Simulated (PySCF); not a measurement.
# C2H7Ge2N: the cost of one run

The runs use PySCF 2.14.0, with density-fitted response routines of our own; the level of theory stands in each step. All values are computed, except where a source is named. Atoms are numbered from 0 throughout.

### Step 1. Starting geometry

12 atoms, charge 0, multiplicity 1; geometry from: GFN2-xTB. The atoms were then displaced at random by about 0.01 Å, so the start is not that level's minimum.

Bonds of the start (Å): C0–C1 1.20, C1–Ge2 1.91, Ge2–N3 1.78, N3–Ge4 1.84, C0–H5 1.06, Ge2–H6 1.48, Ge2–H7 1.51, N3–H8 1.03, Ge4–H9 1.52, Ge4–H10 1.47, Ge4–H11 1.50.

### Step 2. Geometry optimisation at PBE0-D3(BJ)/def2-SVP

What the job is given:

```
{"job": {"xc": "PBE0", "basis": "def2-SVP", "d3": "d3bj", "grid": 1, "shake": 0.01, "kind": "geom"}, "charge": 0, "multiplicity": 1}
C      2.573810     1.429770     0.440490
C      1.931390     0.509020     0.008810
Ge     0.843260    -0.943790    -0.599370
N     -0.715740    -0.995250     0.252560
Ge    -2.024300     0.283270     0.090070
H      3.109380     2.278510     0.790170
H      0.597260    -0.763880    -2.050730
H      1.576390    -2.230570    -0.287510
H     -0.723490    -1.437520     1.181650
H     -1.639850     1.593980     0.749390
H     -2.241810     0.497440    -1.352680
H     -3.246620    -0.249240     0.768130
```

Launch:

```
$ OMP_NUM_THREADS=1 python probes_run.py task.json out
```

One launch serves the whole session: the jobs run in the order shown.

**Question.** How long does this first job take on 1 thread of Arm Neoverse V1, shared host, and how much memory does it need?

About 97 s, with a peak of 0.54 GiB.
